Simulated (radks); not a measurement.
# Tc in [Kr] 4d5 4f2: an all-electron calculation

The task here is to estimate one member of a computed series from the others.

The numbers are computed with radks (a radial shooting solver on a logarithmic mesh, Libxc functionals) version 1 (scalar-relativistic Kohn-Sham, AM05, spin-unpolarised, spherical densities, point nucleus), except any that are marked as measured or tabulated.

### The system

* element: technetium (Z = 43)
* charge: 0
* electrons: 43
* configuration: [Kr] 4d5 4f2

Outer shells as boxes (Hund's rule):

Tc
```
[Kr] core
4d [↑ ][↑ ][↑ ][↑ ][↑ ]
4f [↑ ][↑ ][  ][  ][  ][  ][  ]
```

Set-up of the first run:

Input:

```text
Z 43
configuration [Kr] 4d5 4f2
relativity scalar-relativistic
functional am05,am05
spin unpolarised
nucleus point
c 137.035999084
```

Launch:

```bash
> python run_ks.py task.json out
```

This one command runs every case of the session in turn.

One of the session's tables, all rows but one given; the rest of the session is left out.

It belongs to the step «Radial structure». Sizes of the orbitals, from the radial functions (bohr):

| level | <r> | outermost maximum (interpolated) | 90 % within | nodes |
| --- | --- | --- | --- | --- |
| 1s | 0.03431 | 0.0223 | 0.0615 | 0 |
| 2s | 0.1497 | 0.126 | 0.231 | 1 |
| 2p | 0.1304 | 0.101 | 0.212 | 0 |
| 3s | 0.4159 | 0.373 | 0.614 | 2 |
| 3p | ? | ? | ? | ? |
| 3d | 0.3991 | 0.311 | 0.637 | 0 |
| 4s | 1.058 | 0.949 | 1.54 | 3 |
| 4p | 1.171 | 1.02 | 1.73 | 2 |
| 4d | 1.617 | 1.26 | 2.55 | 1 |
| 4f | 10.62 | 9.81 | 15.4 | 0 |

Estimate the missing values for 3p.

**Answer.** <r>: 0.4168; outermost maximum (interpolated): 0.366; 90 % within: 0.629; nodes: 1. In the column «<r>» it lies between 3s (0.4159) and 4s (1.058).
